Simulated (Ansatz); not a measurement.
**SiBH4SO+: an energy map over two coordinates**

How does the energy of BH₄OSSi, SMILES [SH2+][SiH]1BO1, charge +1 change over two coordinates at once? A grid of runs gives the map.

Program: Ansatz 0.2.0. Level of theory: RKS r2SCAN0-D4/def2-SVP. These are calculated values, not measurements.

## 1. The system as given

SMILES `[SH2+][SiH]1BO1`, 8 atoms, charge 1, spin multiplicity 1.

Atoms are counted from 1 here; the program's logs count them from 0.

Bond lengths: S1–Si2 2.380 Å, S1–H5 1.371 Å, S1–H6 1.372 Å, Si2–B3 2.006 Å, Si2–O4 1.839 Å, Si2–H7 1.499 Å, B3–O4 1.312 Å, B3–H8 1.203 Å. Angles: Si2–S1–H5 98.6°, Si2–S1–H6 101.0°, H5–S1–H6 93.8°, S1–Si2–B3 110.0°, S1–Si2–O4 96.3°, S1–Si2–H7 99.2°, B3–Si2–O4 39.6°, B3–Si2–H7 133.8°, O4–Si2–H7 104.0°, Si2–B3–O4 63.3°, Si2–B3–H8 150.6°, O4–B3–H8 146.1°, Si2–O4–B3 77.1°.

Geometry (Å):

```
S    -0.56578    1.38760   -0.93895
Si    0.53401   -0.09150    0.56600
B    -0.43381   -1.84686    0.63131
O     0.29193   -1.61374   -0.43618
H    -1.08488    2.26457   -0.02210
H     0.46637    2.22144   -1.28652
H     1.95467    0.29972    0.29246
H    -1.16250   -2.62122    1.19396
```

This geometry comes from a loose relaxation at PBE in a small basis, which is not shown.

## 3. Setting up the map

First coordinate, umbrella angle at S1 (between each of its bonds and their common axis; 90 is planar): 9 values from 49.3 to 130.7 °. Second coordinate, change of the bonds S1–Si2, S1–H5, S1–H6, all alike: 9 values from −0.185 to 0.286 Å.

Nothing else is relaxed (all other coordinates rigid). Energies count from the relaxed molecule at the same level. Points are written as (first, second).

(The set-up runs are not shown.)

## 4. Point (120.5°, 0.227 Å)

input.yaml

```yaml
crystal:
  periodic: [false, false, false]
  atoms:
    - { symbol: S, position_ang: [-0.554937, 1.375982, -0.920241] }
    - { symbol: Si, position_ang: [0.683086, -0.196576, 0.679065] }
    - { symbol: B, position_ang: [-0.263043, -1.909525, 0.8631] }
    - { symbol: O, position_ang: [0.453472, -1.707105, -0.211597] }
    - { symbol: H, position_ang: [-1.103158, 2.377634, 0.171054] }
    - { symbol: H, position_ang: [0.634373, 2.339686, -1.312902] }
    - { symbol: H, position_ang: [2.070612, 0.266114, 0.490806] }
    - { symbol: H, position_ang: [-0.960424, -2.699087, 1.412478] }
total_charge: 1
basis:
  gaussian: { orbitals: def2-SVP }
hamiltonian:
  xc: { name: r2SCAN0 }
  dispersion: d4
output:
  forces: true
```

Launch:

```console
$ ansatz run input.yaml --threads 1 --pin off --max-ram 2560MiB --backend cpu --events-out ev --progress --plain --runs-dir out
```

The session goes on with these runs: the other points that were computed.

**Question.** What will these runs give? Wanted: lowest point; highest computed point; largest force on an atom.

As calculated:

```
                       quantity                                                                            value
                   lowest point                                                     (120.5°, −0.008 Å), 0.010 eV
         highest computed point                                       (90.0°, 0.286 Å), 2.36 eV above the lowest
largest force on an atom (eV/Å)  0.3 at (120.5°, −0.008 Å) to 10.9 at (49.3°, −0.185 Å); 0.3 at the lowest point
        time for the whole task                                                  15 min on 1 thread, shared host
```

**Reading.** The lowest computed point is at (120.5°, −0.008 Å), 0.010 eV from the relaxed molecule at the same level. The grid is coarse, so the lowest point of the scanned range may lie between grid points; coordinates that were held can hide deeper minima. A higher local minimum lies near (59.5°, −0.008 Å) (0.009 eV above the lowest at that grid point). The highest computed point, (90.0°, 0.286 Å), lies 2.36 eV above the lowest. On the interpolated surface the easiest way out of the lowest well to the well at (59.5°, −0.008 Å) passes a barrier of about 0.62 eV. Round the minimum the two coordinates are nearly uncoupled.
